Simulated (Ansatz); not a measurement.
Below is the output of a Python script on Ansatz 0.2.0, Python API that makes a comparison of norm-conserving and PAW potentials of V₃Ru, space group Fm-3m. Write a script that gives it. Use (first run): PBEsol, PAW, the default cutoff (420 eV here), 4×4×4 k-points, Fermi-Dirac smearing of 0.15 eV, collinear spin, D3BJATM dispersion.

The script reads `v3ru.cif`:
```cif
data_V3Ru
_cell_length_a 4.209662
_cell_length_b 4.209662
_cell_length_c 4.209662
_cell_angle_alpha 60.00000
_cell_angle_beta 60.00000
_cell_angle_gamma 60.00000
_symmetry_space_group_name_H-M 'P 1'
_symmetry_Int_Tables_number 1
loop_
_symmetry_equiv_pos_as_xyz
'x, y, z'
loop_
_atom_site_label
_atom_site_type_symbol
_atom_site_fract_x
_atom_site_fract_y
_atom_site_fract_z
V1 V    0.250000    0.250000    0.250000
V2 V    0.750000    0.750000    0.750000
V3 V    0.500000    0.500000    0.500000
Ru4 Ru    0.000000    0.000000    0.000000
```

`python nc_paw_v3ru.py` gives:
```text
DeckWarning: basis.ecutwfc = 420 eV, auto-derived from the records' recommended cutoffs: set by V (normal level)
DeckWarning: crystal.symmetry: narrowed to the stabiliser of the k-point mesh — unitary ops 48 → 12; excluded 36 operations that carry a point of the 4×4×4 mesh (shift [0.5, 0.5, 0.5]) off the mesh (the run samples exactly the mesh kpoints.mp_grid names, as under crystal.symmetry.detect: false, and its converged state has the mesh's symmetry, not the crystal's; ε∞, the Born charges and the force constants of a linear response (`dielectric:` by the response, `phonons.method: dfpt`) are averaged [...]
RunWarning: the starting moments were not kept: the SCF closed with an absolute magnetisation of 1.0e-5 μB, where they sum to 6 μB in size (3 sites). That is at most 0.1 of that sum. Measured as dr2_m measures the in/out step, that magnetisation stands 1.4e-11 eV from none, at or under the dr2_threshold of 1.0e-7 eV: it is no larger than a step whose dr2_m would equal this threshold. The system may hold no moment; this SCF shows only that its start led to no more than that. To try another [...]
PAW levels at the first k-point near E_F: [-4.368 -4.368 -3.238 -3.102 -3.102 -1.601 -1.553 -1.553 -0.376 -0.376
 -0.135  1.138  1.138  2.34   2.34   2.372  2.372  2.586  3.139  3.139]
DeckWarning: basis.ecutwfc = 1142.878222 eV, auto-derived from the records' recommended cutoffs: set by V (normal level)
norm-conserving levels at the first k-point near E_F: [-4.377 -4.377 -3.243 -3.106 -3.106 -1.605 -1.556 -1.556 -0.373 -0.373
 -0.131  1.137  1.137  2.343  2.343  2.372  2.372  2.595  3.15   3.15 ]
treatment,electrons in bands,P GPa,gap by band count eV,moment muB
PAW,55.0000,-10.8415,0.0000,-0.0000
norm-conserving,55.0000,-10.7129,0.0000,0.0000
```
(Warnings from the package without file and line, shortened, repeats left out.)

The script that was run (others could print the same):

`nc_paw_v3ru.py`
```python
'''Norm-conserving against PAW potentials for V3Ru.'''

import ansatz as az
from ase.io import read
import numpy as np


def count_gap(report):
    # lowest empty less highest filled band, counting bands; zero where they overlap
    return max(report.get('gap_by_band_count_ev') or 0.0, 0.0)

atoms = read('v3ru.cif')
structure = az.Crystal.from_ase(atoms).moments(V=2.0)

calc = (
    structure.calculation()
    .spin('collinear')
    .mixing('msr1', preconditioner='resta')
    .occupations('fermi_dirac', width=0.15)
    .kpoints(mesh=(4, 4, 4), shift=0.5)
    .eigensolver('davidson', mixed_precision=False)
    .functional(az.Functional.PBESOL, dispersion='d3bjatm')
    .stress()
    .forces()
    .band_table()
)
variants = {
    'PAW': calc.pseudopotentials('paw'),
    'norm-conserving': calc.pseudopotentials('nc'),
}
# totals differ by the cores that each treatment holds, so compare what does not depend on them
rows = []
for label, variant in variants.items():
    summary = variant.run(threads=1, backend='cpu').report
    levels = np.array(summary['eigenvalues_ev'][0]) - summary['fermi_energy_ev']
    print(label, 'levels at the first k-point near E_F:', np.round(levels[np.abs(levels) < 5], 3))
    rows.append((label, summary['n_electrons'], np.trace(summary['stress_gpa']) / 3, count_gap(summary), summary['magnetization_mub']))
lines = [','.join(['treatment', 'electrons in bands', 'P GPa', 'gap by band count eV', 'moment muB'])] + [','.join(f'{v:.4f}' if isinstance(v, float) else str(v) for v in row) for row in rows]
print('\n'.join(lines))
with open('nc_paw.csv', 'w') as handle:
    handle.write('\n'.join(lines) + '\n')
```

PAW gives -10.841 GPa and norm-conserving -10.713 GPa, 0.13 GPa apart. They took 9.0 and 25.0 s of processor time.

These settings explore the input space; cutoff and mesh may be short of convergence. The SCF didn't keep the moments it started from (some shrank, vanished or turned); what is printed is the state reached. The computed bands are complete only to about 3.2 eV above the Fermi level. Dispersion corrections can be off by several per cent in the lattices of metals, and by several GPa in the pressure at a fixed cell. For a metal this mesh is far too coarse, so the numbers only illustrate the procedure. A Fermi-Dirac width this large means warm electrons, whose thermal share enters the free energy. A gap by band count of zero or less means overlapping bands, a metal. At these settings the cell as given stands under about -11 GPa, so it isn't at this functional's equilibrium volume. This cell is a computed structure, which may not be the phase found in nature. Levels are Kohn-Sham eigenvalues on this mesh, without spin-orbit coupling. Stress is positive in compression. Finished in 35 s on 1 thread of Arm Neoverse V1, with other jobs on the host, peak memory 0.65 GiB.
